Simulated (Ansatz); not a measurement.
# CH4S2Sn: one species, many methods

An exercise on one series of results from a longer session: the logs are not shown, and one member is left open.

Computed with Ansatz 0.2.0, Gaussian basis. Level: functionals in def2-TZVPP, the program's frozen cores in correlated methods.

Plan: PBE-D4, r2SCAN-D4, PBE0-D4, B3LYP-D4, ωB97X-V, ωB97M-V, B2PLYP; CCSD(T)/def2-TZVPP; CCSD(T)/def2-QZVPP; extrapolation to the limit.

### The geometry

The geometry comes from an earlier relaxation with PBE0-D4 in a triple-zeta def2 set; it is a stationary point, not always the lowest conformer. Sn takes the def2 core potential; no spin-orbit term is included.

SMILES `C[S][Sn][SH]`, 8 atoms, charge 0, spin multiplicity 1.

Atoms are counted from 1 here; the program's logs count them from 0.

Bond lengths: C1–S2 1.812 Å, C1–H5 1.090 Å, C1–H6 1.090 Å, C1–H7 1.090 Å, S2–Sn3 2.415 Å, Sn3–S4 2.438 Å, S4–H8 1.344 Å. Angles: S2–C1–H5 111.0°, S2–C1–H6 107.1°, S2–C1–H7 111.0°, H5–C1–H6 109.1°, H5–C1–H7 109.5°, H6–C1–H7 109.1°, C1–S2–Sn3 107.7°, S2–Sn3–S4 95.5°, Sn3–S4–H8 92.6°.

The first run:

Input file in.yaml:

```yaml
crystal:
  periodic: [false, false, false]
  atoms:
    - {symbol: C, position_ang: [-0.930054, 0.199670, 0.981004]}
    - {symbol: S, position_ang: [-0.327080, 1.737439, 0.235088]}
    - {symbol: Sn, position_ang: [1.292391, 1.148621, -1.456563]}
    - {symbol: S, position_ang: [1.121891, -1.259406, -1.117259]}
    - {symbol: H, position_ang: [-0.115575, -0.352310, 1.449049]}
    - {symbol: H, position_ang: [-1.658171, 0.477260, 1.743277]}
    - {symbol: H, position_ang: [-1.415006, -0.430832, 0.236404]}
    - {symbol: H, position_ang: [2.031602, -1.520442, -2.070999]}
basis:
  gaussian: {orbitals: def2-TZVPP}
hamiltonian: {xc: pbe, dispersion: d4}
output: {forces: true, orbitals: {seedname: orbitals}}
```

Started as:

```
$ ansatz run in.yaml --threads 2 --pin off --events-out ev --progress --plain --max-ram 32768MiB --backend cpu
```

Steps of the session up to this table: PBE-D4 (GGA); r2SCAN-D4 (meta-GGA); PBE0-D4 (hybrid); B3LYP-D4 (hybrid); ωB97X-V (range-separated); ωB97M-V (range-separated); B2PLYP (double hybrid); CCSD(T) in def2-TZVPP; CCSD(T) in def2-QZVPP.

One table of the session follows, with a row left open; its other results are not shown here.

It belongs to the step «Atomisation energies». 

```
            method  atomisation energy (kJ/mol)
            PBE-D4                       2642.0
         r2SCAN-D4                       2595.9
           PBE0-D4                            ?
          B3LYP-D4                       2579.9
           ωB97X-V                       2591.7
           ωB97M-V                       2586.3
            B2PLYP                       2535.0
     HF/def2-TZVPP                       1798.8
    MP2/def2-TZVPP                       2524.9
   CCSD/def2-TZVPP                       2443.8
CCSD(T)/def2-TZVPP                       2497.4
           MP2/CBS                       2619.3
       CCSD(T)/CBS                       2591.9
```

Estimate the missing values for PBE0-D4.

**Answer.** atomisation energy (kJ/mol): 2587.5. In the column «atomisation energy (kJ/mol)» it lies between ωB97M-V (2586.3) and ωB97X-V (2591.7).

Caveats from the session: Free atoms (1 C, 2 S, 1 Sn, 4 H) were run apart at each level; the atomisation energy is their sum less the molecule, without zero-point or spin-orbit terms.
